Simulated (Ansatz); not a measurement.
# La3Zr, space group Pm-3m: a test of the smearing width

With the Python package of Ansatz (0.2.0).

The cells in order, each with its output:

In [1]:
```python
import warnings

import ansatz
import pandas as pd
```

In [2]:
```python
warnings.simplefilter("ignore", ansatz.DeckWarning)
```

In [3]:
```python
lattice = ansatz.Lattice.of(
    (5.072674, 0.0, 0.0),
    (0.0, 5.072674, 0.0),
    (0.0, 0.0, 5.072674),
)
sites = [
    ("La", (0.0, 0.5, 0.5)),
    ("La", (0.5, 0.0, 0.5)),
    ("La", (0.5, 0.5, 0.0)),
    ("Zr", (0.0, 0.0, 0.0)),
]
system = ansatz.Crystal(lattice=lattice)
for symbol, position in sites:
    system = system.atom(symbol, position)

system.resolved().sites[-1]
```
Out [3]:
```text
Site(symbol='Zr', position=(0.0, 0.0, 0.0), moment=None, axis=None, held=None, saved=None)
```

In [4]:
```python
base = system.calculation().functional("pbe").basis(550).kpoints(spacing=0.29).stress()
```

In [5]:
```python
rows = []
for value in [0.25, 0.15, 0.1, 0.05, 0.025]:
    data = base.occupations("cold", width=value).run(threads=1).report
    rows.append((value, data["free_energy_ev"] / len(data["lattice"]["sites"]), data["n_iterations"], sum(data["stress_gpa"][i][i] for i in range(3)) / 3, data["n_kpoints"]))
```

In [6]:
```python
table = pd.DataFrame(rows, columns=["width (eV)", "F/atom (eV)", "iterations", "P (GPa)", "k-points"])
table.round(5)
```
Out [6]:
```text
   width (eV)  F/atom (eV)  iterations  P (GPa)  k-points
0       0.250  -5733.37634           7 -0.19126        10
1       0.150  -5733.37732           7 -0.19040        10
2       0.100  -5733.37845           7 -0.18832        10
3       0.050  -5733.37888           6 -0.16350        10
4       0.025  -5733.37869           6 -0.13671        10
```

In [7]:
```python
for row in rows[:-1]:
    shift = 1000 * (row[1] - rows[-1][1])
    print(f"{row[0]}: {shift:+.2f} meV/atom" + ("  (within 1 meV)" if abs(shift) < 1 else ""))
```
```text
0.25: +2.35 meV/atom
0.15: +1.37 meV/atom
0.1: +0.25 meV/atom  (within 1 meV)
0.05: -0.19 meV/atom  (within 1 meV)
```

Going from 0.025 to 0.25 eV changes F by +2.3 meV an atom. This scheme is built to cancel the term in the square of the width, but that needs a smooth density of states and a fine mesh, and here a sizeable shift remains. The pressure moves from -0.14 to -0.19 GPa.

Notes:
- The mesh is modest for a metal, so energies can be off by several to tens of meV an atom and pressures by half a GPa or more; differences at equal mesh fare better.
- The narrowest width needs the finest mesh, so the last row is no converged reference.
- Pressure is positive in compression.
- This cell is a computed structure, which may not be the phase found in nature.
- The whole script took 19 s on 1 thread of Arm Neoverse V1, with other jobs on the host, peak memory 0.46 GiB.
